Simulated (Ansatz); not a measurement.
## C2H9NSi, SMILES CN[SiH2]C: a comparison of dispersion corrections

Run with the Python package of Ansatz (0.2.0).

`run_disp.py`:
```python
# -*- coding: utf-8 -*-
"""Size of D3 and D4 in C2H9NSi."""

import ansatz

BASIS_SET = "def2-SVP"

geometry_ang = [
    ("C", (-0.8265, 1.8255, -0.5771)),
    ("N", (-0.6569, 0.4371, -0.4421)),
    ("Si", (0.6378, -0.2412, 0.374)),
    ("C", (0.5247, -2.0464, 0.6107)),
    ("H", (-1.8221, 2.0358, -1.1245)),
    ("H", (-0.9392, 2.3854, 0.3829)),
    ("H", (-0.0536, 2.3444, -1.1734)),
    ("H", (-0.6786, 0.0236, -1.3662)),
    ("H", (0.7945, 0.4695, 1.7303)),
    ("H", (1.8663, 0.0437, -0.4145)),
    ("H", (0.3402, -2.5701, -0.326)),
    ("H", (-0.4245, -2.2723, 1.2214)),
    ("H", (1.2584, -2.4696, 1.1191)),
]
system = ansatz.Crystal.molecule()
for symbol, xyz in geometry_ang:
    system = system.atom(symbol, xyz)

base = system.calculation().basis(gaussian=BASIS_SET)
for name in ["b3lyp", "pbe"]:
    for correction in ("d3bj", "d4"):
        summary = base.functional(name, dispersion=correction).run(threads=1).report
        print(f"{name:8s} {correction:5s} total {summary['free_energy_ev']:.5f} eV, of which dispersion {1000 * summary['dispersion']['energy']['ev']:.2f} meV")
```

```console
$ python run_disp.py
b3lyp    d3bj  total -11584.27579 eV, of which dispersion -428.26 meV
b3lyp    d4    total -11584.21864 eV, of which dispersion -371.10 meV
pbe      d3bj  total -11573.99147 eV, of which dispersion -248.03 meV
pbe      d4    total -11573.97547 eV, of which dispersion -232.03 meV
```

Total energies depend on the basis set; only differences at equal settings carry meaning. The geometry is a force-field or estimated start, not a minimum of this method, and the basis set is short of its limit. D4 holds the three-body term, and d3bj doesn't. b3lyp holds the VWN-RPA fit, as in Gaussian; the form of ORCA and Turbomole is b3lyp5. Finished in 13 s on 1 thread of Arm Neoverse V1, with other jobs on the host, peak memory 0.24 GiB.
